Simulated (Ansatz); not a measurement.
What does this script print? It uses Ansatz 0.2.0, Python API.

`tcpt3.cif`
```cif
data_TcPt3
_cell_length_a 4.823390
_cell_length_b 4.823390
_cell_length_c 4.823390
_cell_angle_alpha 132.59905
_cell_angle_beta 132.59905
_cell_angle_gamma 69.28453
_symmetry_space_group_name_H-M 'P 1'
_symmetry_Int_Tables_number 1
loop_
_symmetry_equiv_pos_as_xyz
'x, y, z'
loop_
_atom_site_label
_atom_site_type_symbol
_atom_site_fract_x
_atom_site_fract_y
_atom_site_fract_z
Tc1 Tc    0.000000    0.000000    0.000000
Pt2 Pt    0.750000    0.250000    0.500000
Pt3 Pt    0.250000    0.750000    0.500000
Pt4 Pt    0.500000    0.500000    0.000000
```

The script, `tcpt3.py`:
```python
"""Keys set on an Input object, for TcPt3."""

import ansatz
from ase.io import read

atoms = read("tcpt3.cif")
cell = ansatz.Crystal.from_ase(atoms)

setup = (
    cell.calculation()
    .functional("pbesol")
    .kpoints(9, center="gamma")
    .occupations("methfessel_paxton")
    .band_table()
)
typed = setup.input()
rows = []
for value in [0.1, 0.3, 0.6]:
    edited = typed.set(ansatz.key.scf.mixing.beta, value)
    data = ansatz.Session.from_dict(edited).plan().execute().report
    rows.append((value, data["free_energy_ev"], data["n_iterations"], len(data["eigenvalues_ev"][0]) if "eigenvalues_ev" in data else 0))
lines = [",".join(["beta", "F eV", "iterations", "bands listed"])] + [",".join(f"{v:.4f}" if isinstance(v, float) else str(v) for v in row) for row in rows]
print("\n".join(lines))
with open("edit.csv", "w") as handle:
    handle.write("\n".join(lines) + "\n")
```

Output of `python tcpt3.py`:
```text
DeckWarning: basis.ecutwfc = 500 eV, auto-derived from the records' recommended cutoffs: set by Tc (normal level)
beta,F eV,iterations,bands listed
0.1000,-42489.6125,12,42
0.3000,-42489.6125,10,42
0.6000,-42489.6125,11,42
```
(Warnings from the package without file and line, repeats left out.)

What to keep in mind:
- Absolute energies stand on the zero of these potentials, so only differences at equal settings mean something. A total without «per atom» is that of the whole cell that was run.
- For a metal this k-point mesh is coarse: on a finer one energies can move by several to tens of meV an atom and pressures by half a GPa or more, differences at one mesh by less.
- Spin-orbit coupling, which matters for elements this heavy, is left out.
- The structure comes from a database of computed cells and needn't be a stable or known phase.
- Finished in 45 s on 1 thread of Arm Neoverse V2, with other jobs on the host, peak memory 0.56 GiB.
